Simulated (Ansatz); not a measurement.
This script makes vertical energies of changing the electron count of BH6N2P, SMILES NB(N)P with the Python package of Ansatz (0.2.0).

`ip_bh6n2p.py`:
```python
"""Vertical ionisation energy of BH6N2P."""

import ansatz as az
from ase import Atoms


def energy(molecule, charge=0, unpaired=0):
    calc = (
        molecule.calculation()
        .basis(gaussian="STO-3G")
        .correlation("mp2")
        .scf(lower_state_search="standard")
    )
    if charge:
        calc = calc.charge(charge)
    if unpaired:
        calc = calc.spin("collinear", total=unpaired)
    report = calc.run(threads=1, backend="cpu").report
    if report["published_state_doubts"]:
        print("  doubts:", report["published_state_doubts"])
    return report["free_energy_ev"]

atoms = Atoms(["N", "B", "N", "P", "H", "H", "H", "H", "H", "H"], positions=[
    [-0.084, 1.1952, 0.5562],
    [-0.1716, -0.2304, 0.023],
    [-1.5245, -0.9153, -0.096],
    [1.4269, -1.1919, -0.4835],
    [0.9183, 1.4885, 0.5388],
    [-0.59, 1.8066, -0.1229],
    [-1.9613, -0.8998, 0.8528],
    [-2.1172, -0.3216, -0.7184],
    [1.9565, -0.096, -1.2767],
    [2.147, -0.8355, 0.7269],
])
mol = az.Crystal.molecule_from_ase(atoms)

# total-energy differences at one geometry
parent = energy(mol, 0, 0)
cation = energy(mol, 1, 1)
print(f"E(N)   = {parent:.5f} eV")
print(f"E(N-1) = {cation:.5f} eV  (1 unpaired)")
print(f"vertical ionisation energy {cation - parent:.3f} eV")
```

What does it cost to change the electron count at this fixed geometry?

At this unrelaxed geometry removing an electron costs 5.93 eV.

The run itself:

```console
$ python ip_bh6n2p.py
E(N)   = -12855.73615 eV
E(N-1) = -12849.80460 eV  (1 unpaired)
vertical ionisation energy 5.932 eV
```

Caveats:
- The settings weren't tested for convergence.
- The geometry is a force-field or estimated start, not a minimum of this method, and the basis set is short of its limit. All parts are taken at fixed geometry, without zero-point energy. At an unrelaxed start these energies can be a whole eV from those at the minimum, and a small affinity can change sign.
- Run time: 1.1 s on 1 thread of Arm Neoverse V2 (shared host), peak memory 0.16 GiB.
